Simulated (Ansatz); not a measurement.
# C2H3OSi: the cost of one run

All numbers below are computed with Ansatz 0.2.0 (UKS r2SCAN-D4/def2-SVP).

## 1. The system as given

Bond lengths: C1–C2 1.209 Å, C2–Si3 1.828 Å, Si3–O4 1.637 Å, C1–H5 1.052 Å, Si3–H6 1.446 Å, O4–H7 0.952 Å. Angles: C1–C2–Si3 168.7°, C2–C1–H5 175.4°, C2–Si3–O4 114.6°, C2–Si3–H6 118.6°, O4–Si3–H6 102.7°, Si3–O4–H7 122.7°.

As a file:

```xyz
7

C     0.5401   -1.8299    0.7745
C     0.1742   -0.7060    0.5193
Si   -0.0364    1.0818    0.2041
O    -0.4057    1.4621   -1.3451
H     0.7788   -2.8328    0.9828
H    -1.0396    1.8037    0.9555
H    -0.0114    1.0210   -2.0909
```

## 2. End point A

Input file input.yaml:

```yaml
crystal:
  periodic: [false, false, false]
  atoms:
    - { symbol: C, position_ang: [0.54007, -1.82991, 0.77447] }
    - { symbol: C, position_ang: [0.1742, -0.70597, 0.51931] }
    - { symbol: Si, position_ang: [-0.03636, 1.08184, 0.20406] }
    - { symbol: O, position_ang: [-0.40566, 1.46211, -1.34513] }
    - { symbol: H, position_ang: [0.77877, -2.83281, 0.98277] }
    - { symbol: H, position_ang: [-1.03961, 1.80372, 0.95546] }
    - { symbol: H, position_ang: [-0.01143, 1.02102, -2.09093] }
magnetization:
  spin_polarized: true
  initial_magnetization: 1
basis:
  gaussian: { orbitals: def2-SVP }
hamiltonian:
  xc: r2scan
  dispersion: d4
relax:
  f_tol: 0.02
  max_steps: 50
output:
  orbitals: {}
```

Run with:

```
$ ansatz run input.yaml --threads 2 --pin off --max-ram 3072MiB --backend cpu --events-out ev --progress --plain --runs-dir out
```

What time and memory should one allow on 2 threads of AMD EPYC 9R14 (Zen 4), shared host?

About 21 s, with a peak of 0.21 GiB.
